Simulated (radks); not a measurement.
# Ionisation of Er²⁺: one atom, several choices of exchange strength α

How much does the choice of exchange strength α matter for taking an electron from Er²⁺? Both Er²⁺ ([Xe] 4f12) and Er³⁺ ([Xe] 4f11) are run for each choice.

Program: radks (a radial shooting solver on a logarithmic mesh, Libxc functionals) version 1. Level of theory: scalar-relativistic Kohn-Sham, spin-polarised, spherical densities, point nucleus; open shells are filled with parallel spins first. These are calculated values, not measurements, unless marked.

### Step 1. What is computed

| Property | Result |
| --- | --- |
| element | erbium (Z = 68) |
| charge | +2 |
| electrons | 66 |
| configuration | [Xe] 4f12 |
| ion | Er³⁺, [Xe] 4f11 |
| choices | α = 0.659; α = 0.667; α = 0.903; α = 0.974; α = 1.028; α = 1.033 |

Outer shells as boxes (Hund's rule):

Er²⁺
```
[Xe] core
4f [↑↓][↑↓][↑↓][↑↓][↑↓][↑ ][↑ ]
```

Er³⁺
```
[Xe] core
4f [↑↓][↑↓][↑↓][↑↓][↑ ][↑ ][↑ ]
```

### Step 2. α = 0.659: Er²⁺

Settings of this run:

```text
Z 68
configuration [Xe] 4f12
relativity scalar-relativistic
functional xalpha 0.659
spin polarised
nucleus point
c 137.035999084
```

### Step 3. α = 0.659: Er³⁺

Settings of this run:

```text
Z 68
configuration [Xe] 4f11
relativity scalar-relativistic
functional xalpha 0.659
spin polarised
nucleus point
c 137.035999084
```

### Step 4. α = 0.667: Er²⁺

Settings of this run:

```text
Z 68
configuration [Xe] 4f12
relativity scalar-relativistic
functional xalpha 0.667
spin polarised
nucleus point
c 137.035999084
```

### Step 5. α = 0.667: Er³⁺

Settings of this run:

```text
Z 68
configuration [Xe] 4f11
relativity scalar-relativistic
functional xalpha 0.667
spin polarised
nucleus point
c 137.035999084
```

### Step 6. α = 0.903: Er²⁺

Settings of this run:

```text
Z 68
configuration [Xe] 4f12
relativity scalar-relativistic
functional xalpha 0.903
spin polarised
nucleus point
c 137.035999084
```

### Step 7. α = 0.903: Er³⁺

Settings of this run:

```text
Z 68
configuration [Xe] 4f11
relativity scalar-relativistic
functional xalpha 0.903
spin polarised
nucleus point
c 137.035999084
```

### Step 8. α = 0.974: Er²⁺

Settings of this run:

```text
Z 68
configuration [Xe] 4f12
relativity scalar-relativistic
functional xalpha 0.974
spin polarised
nucleus point
c 137.035999084
```

### Step 9. α = 0.974: Er³⁺

Settings of this run:

```text
Z 68
configuration [Xe] 4f11
relativity scalar-relativistic
functional xalpha 0.974
spin polarised
nucleus point
c 137.035999084
```

### Step 10. α = 1.028: Er²⁺

Settings of this run:

```text
Z 68
configuration [Xe] 4f12
relativity scalar-relativistic
functional xalpha 1.028
spin polarised
nucleus point
c 137.035999084
```

### Step 11. α = 1.028: Er³⁺

Settings of this run:

```text
Z 68
configuration [Xe] 4f11
relativity scalar-relativistic
functional xalpha 1.028
spin polarised
nucleus point
c 137.035999084
```

### Step 12. α = 1.033: Er²⁺

Settings of this run:

```text
Z 68
configuration [Xe] 4f12
relativity scalar-relativistic
functional xalpha 1.033
spin polarised
nucleus point
c 137.035999084
```

### Step 13. α = 1.033: Er³⁺

Settings of this run:

```text
Z 68
configuration [Xe] 4f11
relativity scalar-relativistic
functional xalpha 1.033
spin polarised
nucleus point
c 137.035999084
```

Before running it: what results should come out? Wanted: for each run, exchange strength α; E(Er²⁺); Δ-SCF; −ε(HOMO); <r> HOMO; error.

**Answer**, as computed:

| exchange strength α | E(Er²⁺) (hartree) | Δ-SCF (eV) | −ε(HOMO) (eV) | <r> HOMO (bohr) | error (eV) |
| --- | --- | --- | --- | --- | --- |
| α = 0.659 | -13067.6031 | 23.512 | 15.116 | 0.8356 | +0.81 |
| α = 0.667 | -13070.7621 | 23.716 | 15.292 | 0.8339 | +1.02 |
| α = 0.903 | -13164.3307 | 30.192 | 21.023 | 0.7894 | +7.49 |
| α = 0.974 | -13192.6230 | 32.300 | 22.932 | 0.7779 | +9.60 |
| α = 1.028 | -13214.1851 | 33.950 | 24.437 | 0.7697 | +11.25 |
| α = 1.033 | -13216.1835 | 34.105 | 24.579 | 0.7689 | +11.41 |

The NIST Atomic Spectra Database lists 22.70 eV (semi-empirical). The smallest miss is that of α = 0.659 (+0.81 eV), the largest that of α = 1.033 (+11.41 eV). The ionisation energies span 10.59 eV, the total energies of Er²⁺ 4043 eV: most of the change in the total cancels in the difference. α = 2/3 is LDA exchange; there is no correlation term. The central value is not crossed in this range. Open shells are spherical and high-spin; term and fine-structure splittings are not resolved. Spin-orbit splitting is averaged out at the scalar-relativistic level.
